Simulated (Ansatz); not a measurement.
# TiInS3: the cost of one run

Method: DFT PBE, scalar-relativistic, plane waves, PAW, in Ansatz 0.2.0.

1 further run of the same task is left out (set aside as unsound or not needed).

### Step 1. Starting point

It takes space group Pm-3m (No. 221, cubic). The conventional cell has a = 4.777 Å, b = 4.777 Å, c = 4.777 Å, α = 90.00°, β = 90.00°, γ = 90.00°. Ti (site symmetry m-3m) has 6 S at 2.39 Å as nearest neighbours. In (site symmetry m-3m) has 12 S at 3.38 Å as nearest neighbours. Around S (site symmetry 4/mmm) lie 2 Ti at 2.39 Å and 4 In at 3.38 Å.

Coordinates:

```
Ti In S
1.0
     4.77691    0.00000    0.00000
     0.00000    4.77691    0.00000
     0.00000    0.00000    4.77691
Ti In S
1 1 3
Direct
  0.50000 0.50000 0.50000
  0.00000 0.00000 0.00000
  0.50000 0.00000 0.50000
  0.50000 0.50000 0.00000
  0.00000 0.50000 0.50000
```

It is the end of an earlier relaxation with the same method, from a database cell with other species swapped in; it is a trial structure. At a tolerance of 0.05 Å it has space group Pm-3m (No. 221); it has 21.80 Å³/atom, an uncorrected energy of -0.64 eV/atom over the elements.

### Step 2. Electronic structure at the relaxed geometry

File input.yaml:

```yaml
crystal:
  lattice:
    - [4.7769113611, 0.0, 0.0]
    - [0.0, 4.7769113611, 0.0]
    - [0.0, 0.0, 4.7769113611]
  atoms:
    - { symbol: Ti, position: [0.5, 0.5, 0.5] }
    - { symbol: In, position: [0.0, 0.0, 0.0] }
    - { symbol: S, position: [0.5, 0.0, 0.5] }
    - { symbol: S, position: [0.5, 0.5, 0.0] }
    - { symbol: S, position: [0.0, 0.5, 0.5] }
basis:
  ecutwfc: 420
kpoints:
  mp_grid: { grid: [8, 8, 8] }
  band_path:
    path:
      - [[0.0, 0.0, 0.0], [0.0, 0.5, 0.0], [0.5, 0.5, 0.0], [0.0, 0.0, 0.0], [0.5, 0.5, 0.5], [0.0, 0.5, 0.0]]
      - [[0.5, 0.5, 0.5], [0.5, 0.5, 0.0]]
    npoints: 14
hamiltonian:
  xc: pbe
scf:
  occupations: { method: gaussian, width: 0.1 }
  n_extra_bands: 12
output:
  forces: true
  stress: true
  eigenvalues: true
  populations: true
  dos: { projected: true, de: 0.02, nscf_kmesh: { grid: [10, 10, 10] } }
  bader: true
  write_density: true
  write_potential: true
  elf: true
  volumetric_format: npy
```

Run with:

```sh
$ ansatz run input.yaml --threads 1 --pin off --max-ram 2560MiB --backend cpu --events-out ev --progress --plain --runs-dir out
```

What time and memory should one allow on 1 thread of Intel Xeon at 2.50GHz (Skylake/Cascade Lake), shared host?

About 1.8 min, with a peak of 0.49 GiB.
